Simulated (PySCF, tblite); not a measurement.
# C2H8Cl2PSi2 radical: geometry, infrared bands and EPR parameters

Aim: predict the infrared bands and EPR parameters of C2H8Cl2PSi2 radical (`[SiH2]P[Si@@H](Cl)CCCl`).

Programs: tblite 0.8.0 and PySCF 2.14.0, with density-fitted response routines of our own. Each step states its level of theory. These are calculated values for one molecule in the gas phase, unless marked as measured. Atoms count from 0, in the outputs and in this text.

### Step 1. Starting geometry

15 atoms, charge 0, multiplicity 2; geometry from: force field or distance geometry start.

Bonds of the start (Å): Si0–P1 2.21, P1–Si2 2.17, Si2–Cl3 2.09, Si2–C4 1.87, C4–C5 1.53, C5–Cl6 1.78, Si0–H7 1.48, Si0–H8 1.48, P1–H9 1.46, Si2–H10 1.50, C4–H11 1.13, C4–H12 1.10, C5–H13 1.10, C5–H14 1.10.

### Step 2. Optimising the geometry with GFN2-xTB

The job: settings as JSON, then the geometry in Å.

```
{"job": {"kind": "relax", "xc": "GFN2-xTB", "basis": "xTB"}, "charge": 0, "multiplicity": 2}
Si     2.718100     0.693400     0.868100
P      1.746000     0.181000    -1.045400
Si    -0.122100    -0.896700    -0.850100
Cl     0.223500    -2.951300    -0.761300
C     -1.228900    -0.334700     0.546100
C     -2.300700     0.594000    -0.032600
Cl    -1.515800     2.001500    -0.794400
H      4.003000    -0.042400     0.922700
H      3.104200     2.116800     0.747700
H      2.668800    -0.595500    -1.864200
H     -0.898900    -0.615900    -2.103200
H     -1.791400    -1.250000     0.892600
H     -0.712100     0.116600     1.400300
H     -2.948100     0.913400     0.798600
H     -2.950000     0.077800    -0.758100
```

The run is started by

```bash
> OMP_NUM_THREADS=1 python probes_run.py task.json out
```

This one command runs all jobs of the session in turn.

**Question.** This job is followed by: GFN2-xTB harmonic vibrations, gas phase; UKS B3LYP, pcH-1 on C Cl H P Si, non-relativistic, mean-field spin-orbit, GIAO. Predict these results of the whole session: strongest single infrared mode (GFN2-xTB); zero-point energy (GFN2-xTB); g(iso) (B3LYP); ⟨S²⟩; largest a(iso) (averaged by class); potential on the surface of density 0.002 e/bohr³, 1st and 99th percentile.

As calculated:

```
                                                                  quantity                    value
                                 strongest single infrared mode (GFN2-xTB)    2229 cm⁻¹, 280 km/mol
                                              zero-point energy (GFN2-xTB)            57.1 kcal/mol
                                                            g(iso) (B3LYP)                  2.00523
                                                                      ⟨S²⟩       0.752 (exact 0.75)
                                        largest a(iso) (averaged by class)  29Si on Si0, -434.7 MHz
potential on the surface of density 0.002 e/bohr³, 1st and 99th percentile       -0.70 V and 1.24 V
```

What this shows: The optimisation took 115 steps and gained 0.664 eV; among the close pairs (by a distance rule), P1–H9 changed most, from 1.458 to 1.386 Å. All 39 modes are real, so the xTB geometry is a minimum. The strongest single mode, at 2229 cm⁻¹, moves mainly H8. Unscaled tight-binding wavenumbers are off by several per cent, some by more. Its intensities can rank the bands wrongly. Most of the unpaired spin sits on Si0 (0.85 e). The isotropic g lies 2.9 ppt above the free-electron value.
